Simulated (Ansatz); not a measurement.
**C2H5BCl2O: one species, many methods**

One table from this session's results is given with a row withheld; the runs are named, their logs left out.

Method: functionals in def2-TZVPP, the program's frozen cores in correlated methods; program: Ansatz 0.2.0, Gaussian basis.

Plan: LDA (SPW92), PBE-D4, revPBE-D4, BLYP-D4, r2SCAN-D4, B97M-V, PBE0-D4, B3LYP-D4, r2SCANh-D4, r2SCAN0-D4, HSE06-D4, BHLYP-D4, CAM-B3LYP-D4, LC-ωPBE, ωB97X-V, ωB97M-V, B2PLYP, PBE-QIDH; CCSD(T)/def2-SVP; CCSD(T)/def2-TZVPP; MP2/def2-QZVPP; extrapolation to the limit.

**The relaxed structure**

All runs share one geometry, relaxed beforehand with PBE0-D4 in a triple-zeta def2 set.

SMILES `CCOB(Cl)Cl`, 11 atoms, charge 0, spin multiplicity 1.

Atoms are counted from 1 here; the program's logs count them from 0.

Bond lengths: C1–C2 1.508 Å, C1–H7 1.092 Å, C1–H8 1.091 Å, C1–H9 1.092 Å, C2–O3 1.428 Å, C2–H10 1.091 Å, C2–H11 1.093 Å, O3–B4 1.330 Å, B4–Cl5 1.764 Å, B4–Cl6 1.753 Å. Angles: C2–C1–H7 109.8°, C2–C1–H8 110.7°, C2–C1–H9 110.9°, H7–C1–H8 108.4°, H7–C1–H9 108.2°, H8–C1–H9 108.7°, C1–C2–O3 110.7°, C1–C2–H10 111.1°, C1–C2–H11 111.2°, O3–C2–H10 105.6°, O3–C2–H11 109.6°, H10–C2–H11 108.5°, C2–O3–B4 125.0°, O3–B4–Cl5 123.0°, O3–B4–Cl6 118.3°, Cl5–B4–Cl6 118.7°.

Set-up of the first run:

in.yaml reads:

```yaml
crystal:
  periodic: [false, false, false]
  atoms:
    - {symbol: C, position_ang: [0.543152, -0.943115, 0.989031]}
    - {symbol: C, position_ang: [-0.178124, -0.763925, -0.322994]}
    - {symbol: O, position_ang: [-0.968940, 0.424535, -0.305219]}
    - {symbol: B, position_ang: [-0.554547, 1.623817, -0.704555]}
    - {symbol: Cl, position_ang: [1.056464, 1.912955, -1.363706]}
    - {symbol: Cl, position_ang: [-1.663642, 2.974552, -0.571365]}
    - {symbol: H, position_ang: [1.089769, -1.888873, 0.985037]}
    - {symbol: H, position_ang: [-0.164064, -0.956795, 1.820132]}
    - {symbol: H, position_ang: [1.259848, -0.135797, 1.152637]}
    - {symbol: H, position_ang: [-0.880012, -1.580416, -0.500407]}
    - {symbol: H, position_ang: [0.525395, -0.723938, -1.157990]}
basis:
  gaussian: {orbitals: def2-TZVPP}
hamiltonian: {xc: lda}
output: {orbitals: {seedname: orbitals}}
```

Started as:

```
ansatz run in.yaml --threads 2 --pin off --events-out ev --progress --plain --max-ram 32768MiB --backend cpu
```

Steps of the session up to this table: LDA; PBE-D4 (GGA); revPBE-D4 (GGA); BLYP-D4 (GGA); r2SCAN-D4 (meta-GGA); B97M-V (meta-GGA); PBE0-D4 (hybrid); B3LYP-D4 (hybrid); r2SCANh-D4 (hybrid); r2SCAN0-D4 (hybrid); HSE06-D4 (hybrid); BHLYP-D4 (hybrid); CAM-B3LYP-D4 (range-separated); LC-ωPBE (range-separated); ωB97X-V (range-separated); ωB97M-V (range-separated); B2PLYP (double hybrid); PBE-QIDH (double hybrid).

One of the session's tables, all rows but one given; the rest of the session is left out.

It belongs to the step «Orbital energies across the functionals». 

| functional | HOMO (eV) | gap (eV) |
| --- | --- | --- |
| LDA (SPW92) | -7.56 | 6.10 |
| PBE-D4 | ? | ? |
| revPBE-D4 | -7.35 | 6.29 |
| BLYP-D4 | -7.23 | 6.24 |
| r2SCAN-D4 | -7.77 | 6.93 |
| B97M-V | -7.89 | 7.18 |
| PBE0-D4 | -8.86 | 8.68 |
| B3LYP-D4 | -8.56 | 8.18 |
| r2SCANh-D4 | -8.30 | 7.80 |
| r2SCAN0-D4 | -9.09 | 9.11 |
| HSE06-D4 | -8.45 | 7.89 |
| BHLYP-D4 | -10.14 | 11.10 |
| CAM-B3LYP-D4 | -10.23 | 11.23 |
| LC-ωPBE | -11.69 | 13.85 |
| ωB97X-V | -11.30 | 13.40 |
| ωB97M-V | -11.13 | 13.05 |

Estimate the missing values for PBE-D4.

**Answer.** HOMO (eV): -7.41; gap (eV): 6.24. In the column «HOMO (eV)» it lies between LDA (SPW92) (-7.56) and revPBE-D4 (-7.35).
